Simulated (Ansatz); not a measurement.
Consider an atomisation energy of C2H7BSi, SMILES B[SiH2]C=C (Ansatz's Python interface).

`c2h7bsi_tae.py`:
```python
"""Energy to split C2H7BSi into its atoms."""

from collections import Counter

import ansatz as az
from ase import Atoms

BASIS_SET = "aug-cc-pVDZ"
FUNCTIONAL = "r2scan"


def energy(molecule, charge=0, unpaired=0):
    calc = (
        molecule.calculation()
        .basis(gaussian=BASIS_SET)
        .functional(FUNCTIONAL)
    )
    if charge:
        calc = calc.charge(charge)
    if unpaired:
        calc = calc.spin("collinear", total=unpaired)
    report = calc.run(threads=1, pin="off").report
    if report["published_state_doubts"]:
        print("  doubts:", report["published_state_doubts"])
    return report["free_energy_ev"]


def main() -> None:
    atoms = Atoms(["B", "Si", "C", "C", "H", "H", "H", "H", "H", "H", "H"], positions=[
        (-0.9176, 1.5221, 0.592),
        (-0.5191, -0.2975, 0.8882),
        (0.1721, -1.0243, -0.6609),
        (1.4168, -0.5513, -1.1683),
        (-1.7341, 1.8471, -0.2854),
        (-0.4565, 2.4285, 1.2267),
        (0.4891, -0.3882, 1.987),
        (-1.6951, -1.0151, 1.2477),
        (-0.3077, -1.8329, -1.0863),
        (1.7512, -1.006, -2.0434),
        (1.8665, 0.2606, -0.6767),
    ])
    mol = az.Crystal.molecule_from_ase(atoms)

    # unpaired electrons of the ground-state atoms
    unpaired = {"B": 1, "Si": 2, "C": 2, "H": 1}
    counts = Counter(site.symbol for site in mol.cartesian_sites)
    atom_energy = {s: energy(az.Crystal.molecule().atom(s, (0, 0, 0)), 0, unpaired[s]) for s in counts}
    whole = energy(mol, 0, 0)
    for s, e in atom_energy.items():
        print(f"{s:2s} x{counts[s]}  {e:14.5f} eV")
    print(f"C2H7BSi: {whole:.5f} eV")
    split = sum(counts[s] * e for s, e in atom_energy.items()) - whole
    print(f"atomisation energy (no zero-point term): {split:.3f} eV, {split / sum(counts.values()):.3f} eV an atom")


if __name__ == "__main__":
    main()
```

What does it cost to take this molecule apart into atoms?

39.288 eV from the electronic energies, without the zero-point term.

The output:

Running `python c2h7bsi_tae.py` prints:
```text
B  x1      -670.34466 eV
Si x1     -7873.32947 eV
C  x2     -1029.34803 eV
H  x7       -13.59129 eV
C2H7BSi: -10736.79702 eV
atomisation energy (no zero-point term): 39.288 eV, 3.572 eV an atom
```

What to keep in mind:
- Total energies depend on the basis set; only differences at equal settings carry meaning.
- The geometry is a force-field or estimated start, not a minimum of this method, and the basis set is short of its limit. All parts are taken at fixed geometry, without zero-point energy.
- For Al to Cl the sets with a tight d function, cc-pV(X+d)Z, are usual.
- Wall time of the script: 24 s on 1 thread of Arm Neoverse N1, on a shared host, peak memory 0.29 GiB.

(Lines on the test bed's own set-up are left out of the output.)
